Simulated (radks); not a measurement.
# Ho inside a hard spherical wall

The task here is to estimate one member of a computed series from the others.

Method: scalar-relativistic Kohn-Sham, LDA (Slater exchange, Perdew-Wang correlation), spin-polarised, spherical densities, finite nucleus; open shells are filled with parallel spins first. Code: radks (a radial shooting solver on a logarithmic mesh, Libxc functionals) version 1.

**The system**

```
element            : holmium (Z = 67)
charge             : 0
electrons          : 67
configuration      : [Xe] 4f11 6s2
nuclear rms radius : 5.2022 fm
```

Outer shells as boxes (Hund's rule):

Ho
```
[Xe] core
4f [↑↓][↑↓][↑↓][↑↓][↑ ][↑ ][↑ ]
6s [↑↓]
```

Set-up of the first run:

The run's settings:

```text
Z 67
configuration [Xe] 4f11 6s2 5d0 6p0 7s0
relativity scalar-relativistic
functional lda,pw
spin polarised
nucleus finite rms 5.2022 fm
c 137.035999084
```

Among the steps run: The free atom; Wall at 20 bohr; Wall at 15 bohr; Wall at 10 bohr; Wall at 7 bohr; Wall at 4 bohr; Wall at 3 bohr; Wall at 2 bohr.

One table of the session follows, with a row left open; its other results are not shown here.

| R (bohr) | E − E(free) (eV) | ε(6s) (eV) | ε(5d, empty) (eV) | ε(6p, empty) (eV) | ε(7s, empty) (eV) |
| --- | --- | --- | --- | --- | --- |
| free | 0.000 | -3.982 | -1.301 | -1.211 | -0.079 |
| 20 | ? | ? | ? | ? | ? |
| 15 | 0.000 | -3.981 | -1.298 | -1.198 | 0.356 |
| 10 | 0.057 | -3.869 | -1.155 | -0.882 | 2.391 |
| 7 | 1.042 | -2.824 | -0.123 | 1.065 | 9.553 |
| 4 | 22.196 | 9.909 | 7.716 | 19.861 | 59.587 |
| 3 | 87.000 | 38.876 | 21.735 | 56.684 | 141.36 |
| 2 | 546.22 | 181.96 | 86.301 | 218.13 | 456.07 |

**Question.** Estimate the row for R (bohr) = 20.

**Answer.** E − E(free) (eV): 0.000; ε(6s) (eV): -3.982; ε(5d, empty) (eV): -1.301; ε(6p, empty) (eV): -1.211; ε(7s, empty) (eV): 0.039.

From R = 4 bohr inwards the highest occupied level lies above zero, pushed up by confinement. Shells are not refilled when levels cross, and a hard wall is a model, not a crystal.
